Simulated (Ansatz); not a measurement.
# Si3N2H8: small, medium and large basis sets

How large a basis does Si3N2H8 need? Two functionals are run in growing sets.

Computed with Ansatz 0.2.0, Gaussian basis. Level: one geometry, several basis sets.

Plan: PBE0-D4/def2-SVP; ωB97M-V/def2-SVP; PBE0-D4/def2-QZVPP; ωB97M-V/def2-QZVPP; the functionals' def2-TZVPP values are taken from earlier runs.

## (1) The geometry

The geometry comes from an earlier relaxation with PBE0-D4 in a triple-zeta def2 set; it is a stationary point, not always the lowest conformer.

13 atoms, charge 0, spin multiplicity 1.

Atoms are counted from 1 here; the program's logs count them from 0.

Bond lengths: N1–Si2 1.713 Å, N1–H6 1.008 Å, N1–H7 1.010 Å, Si2–N3 1.755 Å, N3–Si4 1.744 Å, N3–Si5 1.740 Å, Si4–H8 1.488 Å, Si4–H9 1.485 Å, Si4–H10 1.487 Å, Si5–H11 1.489 Å, Si5–H12 1.486 Å, Si5–H13 1.487 Å. Angles: Si2–N1–H6 118.5°, Si2–N1–H7 130.0°, H6–N1–H7 111.4°, N1–Si2–N3 102.0°, Si2–N3–Si4 117.3°, Si2–N3–Si5 125.7°, Si4–N3–Si5 117.0°, N3–Si4–H8 110.6°, N3–Si4–H9 108.1°, N3–Si4–H10 110.9°, H8–Si4–H9 109.7°, H8–Si4–H10 107.9°, H9–Si4–H10 109.6°, N3–Si5–H11 111.1°, N3–Si5–H12 111.5°, N3–Si5–H13 108.8°, H11–Si5–H12 107.8°, H11–Si5–H13 108.6° and more.

## (2) PBE0-D4 in def2-SVP

The input, in.yaml:

```yaml
crystal:
  periodic: [false, false, false]
  atoms:
    - {symbol: N, position_ang: [-1.322586, 1.647059, -1.303816]}
    - {symbol: Si, position_ang: [-0.748149, 1.644910, 0.310217]}
    - {symbol: N, position_ang: [0.100347, 0.111391, 0.392409]}
    - {symbol: Si, position_ang: [0.952175, -0.252608, 1.870336]}
    - {symbol: Si, position_ang: [0.108899, -1.111780, -0.845473]}
    - {symbol: H, position_ang: [-1.881737, 2.426367, -1.614209]}
    - {symbol: H, position_ang: [-1.141856, 0.999818, -2.057516]}
    - {symbol: H, position_ang: [0.466691, -1.532789, 2.452017]}
    - {symbol: H, position_ang: [0.710285, 0.856194, 2.827410]}
    - {symbol: H, position_ang: [2.412127, -0.387792, 1.622589]}
    - {symbol: H, position_ang: [0.510145, -0.539521, -2.159941]}
    - {symbol: H, position_ang: [-1.232904, -1.729626, -1.009338]}
    - {symbol: H, position_ang: [1.087064, -2.166424, -0.469984]}
basis:
  gaussian: {orbitals: def2-SVP}
hamiltonian: {xc: pbe0, dispersion: d4}
output: {orbitals: {seedname: orbitals}}
```

The run is started by

```bash
$ ansatz run in.yaml --threads 4 --pin off --events-out ev --progress --plain --max-ram 10444MiB
```

After this run come: ωB97M-V in def2-SVP; PBE0-D4 in def2-QZVPP; ωB97M-V in def2-QZVPP.

**Question.** What will the summary of the whole plan be? Wanted: PBE0-D4: double and triple zeta above quadruple; ωB97M-V: double and triple zeta above quadruple.

**Answer**, as computed:

| quantity | value |
| --- | --- |
| PBE0-D4: double and triple zeta above quadruple | 13.15, 1.01 eV |
| ωB97M-V: double and triple zeta above quadruple | 13.27, 0.94 eV |

For PBE0-D4 the step from double to triple zeta gains 12.14 eV and the next only 1.01 eV. These are total energies; as a rule much of such shifts cancels in differences, which this series doesn't test. The LUMO of ωB97M-V is positive and keeps falling with the basis (1.33 to 0.77 eV): an unbound level that the basis holds in place.
